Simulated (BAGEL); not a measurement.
**AlCl2F (SMILES [F][Al]([Cl])[Cl]): RI-MP2/cc-pCVDZ (density fitting with cc-pvtz-jkfit, cc-pvtz-ri for correlation)**

Aim: the energy difference between two shapes of AlCl2F at RI-MP2/cc-pCVDZ (density fitting with cc-pvtz-jkfit, cc-pvtz-ri for correlation), from 2 runs. 

The calculation is run with BAGEL 1.2.2.

5 further runs of the same task are left out: 5 set aside as unsound or not needed.

## 1. The molecule

The species is AlCl2F (4 atoms), meant as a singlet with charge 0. SMILES: `[F][Al]([Cl])[Cl]`. The shape comes from GFN2-xTB, which is rough for such elements, and wasn't checked as a minimum.

Bond lengths: Al1–Cl2 2.019 Å, Al1–Cl3 2.019 Å, Al1–F4 1.655 Å. Angles: Cl2–Al1–Cl3 127.3°, Cl2–Al1–F4 116.4°, Cl3–Al1–F4 116.4°.

## 2. The energy at RI-MP2/cc-pCVDZ (density fitting with cc-pvtz-jkfit, cc-pvtz-ri for correlation)

Contents of mp2.json:

```json
{ "bagel" : [

{
  "title" : "molecule",
  "basis" : "cc-pcvdz.json",
  "df_basis" : "cc-pvtz-jkfit",
  "angstrom" : true,
  "geometry" : [
    { "atom" : "Al", "xyz" : [      -0.017680,      -0.029510,      -0.000030 ] },
    { "atom" : "Cl", "xyz" : [       1.994930,      -0.186520,       0.014240 ] },
    { "atom" : "Cl", "xyz" : [      -1.111650,       1.666840,      -0.016240 ] },
    { "atom" : "F", "xyz" : [      -0.865600,      -1.450810,       0.002030 ] }
  ]
},

{
  "title" : "hf"
},

{
  "title" : "mp2",
  "ncore" : 16,
  "aux_basis" : "cc-pvtz-ri"
}

]}
```

The basis set cc-pCVDZ is read from a file made from the Basis Set Exchange's data (not shown).

Launch:

```
$ BAGEL_NUM_THREADS=1 BAGEL mp2.json > mp2.out
```

Log:

```text
* using 1 threads per process

  ===============================================================
  ===============================================================

  *** Geometry ***

  { "atom" : "Al", "xyz" : [     -0.033410,     -0.055766,     -0.000057 ] },
  { "atom" : "Cl", "xyz" : [      3.769871,     -0.352472,      0.026910 ] },
  { "atom" : "Cl", "xyz" : [     -2.100714,      3.149871,     -0.030689 ] },
  { "atom" : "F", "xyz" : [     -1.635747,     -2.741634,      0.003836 ] },

  Number of auxiliary basis functions:      442

  Since a DF basis is specified, we compute 2- and 3-index integrals:
    o Being stored without compression. Storage requirement is 0.035 GB

  Number of basis functions:       99
  Number of electrons      :       56

    * METHOD: MOLECULE                             0.18

  *** RHF ***

  === Nuclear Repulsion ===
   247.3276660455

      * DIIS with orbital gradients will be used.

  === RHF iteration (cc-pcvdz.json) ===
      0      -1260.43952047          0.01230047           0.08
      1      -1260.52718463          0.00883873           0.08
      2      -1260.58451154          0.00054145           0.08
      3      -1260.58497262          0.00021071           0.08
      4      -1260.58502644          0.00004251           0.08
      5      -1260.58502940          0.00001043           0.08
      6      -1260.58502968          0.00000301           0.08
      7      -1260.58502970          0.00000100           0.08
      8      -1260.58502970          0.00000029           0.08
      9      -1260.58502970          0.00000010           0.09
     10      -1260.58502970          0.00000002           0.08
     11      -1260.58502970          0.00000001           0.08
    * SCF iteration converged.

    * Permanent dipole moment:
           (   -0.235159,    -0.394980,     0.000778) a.u.

    * METHOD: HF                                   1.09

  *** RHF ***

  === Nuclear Repulsion ===
   247.3276660455

      * DIIS with orbital gradients will be used.

  === RHF iteration (cc-pcvdz.json) ===
      0      -1260.58502970          0.00000000           0.08
    * SCF iteration converged.

    * Permanent dipole moment:
           (   -0.235159,    -0.394980,     0.000778) a.u.

  === DF-MP2 calculation ===

    * freezing 16 orbitals
  Number of auxiliary basis functions:      447

  Since a DF basis is specified, we compute 2- and 3-index integrals:
    o Being stored without compression. Storage requirement is 0.035 GB

  Number of basis functions:       99
  Number of electrons      :       56

    * 3-index integral transformation done
    * assembly done

      MP2 correlation energy:   -0.5185623560      0.24

      MP2 total energy:       -1261.1035920549

    * METHOD: MP2                                  0.40

  ===============================================================
```

Wall time 1.8 s (1 thread of Arm Neoverse V1, shared host); peak memory 0.13 GiB.

## 3. The distorted shape

Contents of job.json:

```json
{ "bagel": [

{
  "title": "molecule",
  "basis": "cc-pcvdz.json",
  "df_basis": "cc-pvtz-jkfit",
  "angstrom": true,
  "geometry": [
    { "atom": "Al", "xyz": [       0.067508,      -0.021282,      -0.058986 ] },
    { "atom": "Cl", "xyz": [       2.007951,      -0.194727,       0.017948 ] },
    { "atom": "Cl", "xyz": [      -1.093194,       1.736646,      -0.247817 ] },
    { "atom": "F", "xyz": [      -0.795805,      -1.514391,      -0.101817 ] }
  ]
},

{ "title": "hf" },

{ "title": "mp2", "ncore": 16, "aux_basis": "cc-pvtz-ri" }

]}
```

The basis set cc-pCVDZ is read from a file made from the Basis Set Exchange's data (not shown).

Launch:

```
$ BAGEL_NUM_THREADS=1 BAGEL job.json > job.out
```

Log:

```text
* using 1 threads per process

  ===============================================================
  ===============================================================

  *** Geometry ***

  { "atom" : "Al", "xyz" : [      0.127572,     -0.040217,     -0.111467 ] },
  { "atom" : "Cl", "xyz" : [      3.794477,     -0.367981,      0.033917 ] },
  { "atom" : "Cl", "xyz" : [     -2.065837,      3.281785,     -0.468306 ] },
  { "atom" : "F", "xyz" : [     -1.503853,     -2.861784,     -0.192406 ] },

  Number of auxiliary basis functions:      442

  Since a DF basis is specified, we compute 2- and 3-index integrals:
    o Being stored without compression. Storage requirement is 0.035 GB

  Number of basis functions:       99
  Number of electrons      :       56

    * METHOD: MOLECULE                             0.19

  *** RHF ***

  === Nuclear Repulsion ===
   243.7979893615

      * DIIS with orbital gradients will be used.

  === RHF iteration (cc-pcvdz.json) ===
      0      -1260.42625442          0.01246651           0.08
      1      -1260.51457560          0.00919365           0.08
      2      -1260.57768329          0.00056074           0.08
      3      -1260.57818890          0.00022338           0.08
      4      -1260.57825008          0.00004492           0.08
      5      -1260.57825366          0.00001163           0.08
      6      -1260.57825402          0.00000350           0.08
      7      -1260.57825405          0.00000122           0.08
      8      -1260.57825405          0.00000038           0.08
      9      -1260.57825405          0.00000012           0.08
     10      -1260.57825405          0.00000003           0.08
     11      -1260.57825405          0.00000001           0.08
     12      -1260.57825405          0.00000000           0.08
    * SCF iteration converged.

    * Permanent dipole moment:
           (   -0.498873,    -0.375265,    -0.134435) a.u.

    * METHOD: HF                                   1.17

  *** RHF ***

  === Nuclear Repulsion ===
   243.7979893615

      * DIIS with orbital gradients will be used.

  === RHF iteration (cc-pcvdz.json) ===
      0      -1260.57825405          0.00000000           0.08
    * SCF iteration converged.

    * Permanent dipole moment:
           (   -0.498873,    -0.375265,    -0.134435) a.u.

  === DF-MP2 calculation ===

    * freezing 16 orbitals
  Number of auxiliary basis functions:      447

  Since a DF basis is specified, we compute 2- and 3-index integrals:
    o Being stored without compression. Storage requirement is 0.035 GB

  Number of basis functions:       99
  Number of electrons      :       56

    * 3-index integral transformation done
    * assembly done

      MP2 correlation energy:   -0.5202924295      0.24

      MP2 total energy:       -1261.0985464835

    * METHOD: MP2                                  0.40

  ===============================================================
```

It took 1.9 s on 1 thread of Arm Neoverse V1, shared host; peak memory 0.13 GiB.

## 4. Outcome

At RI-MP2/cc-pCVDZ (density fitting with cc-pvtz-jkfit, cc-pvtz-ri for correlation), 16 core orbitals frozen:

| quantity | value |
| --- | --- |
| first shape: total energy | -1261.10359 Eh |
| first shape: correlation energy (16 core orbitals frozen) | -518.6 mEh |
| distorted shape: total energy | -1261.09855 Eh |
| distorted shape: correlation energy (16 core orbitals frozen) | -520.3 mEh |
| energy change with the atoms displaced | 0.137 eV |

In words: With the atoms displaced the energy rises by 0.14 eV (3.2 kcal/mol). The first shape isn't relaxed at this level, so the change isn't measured from a minimum.
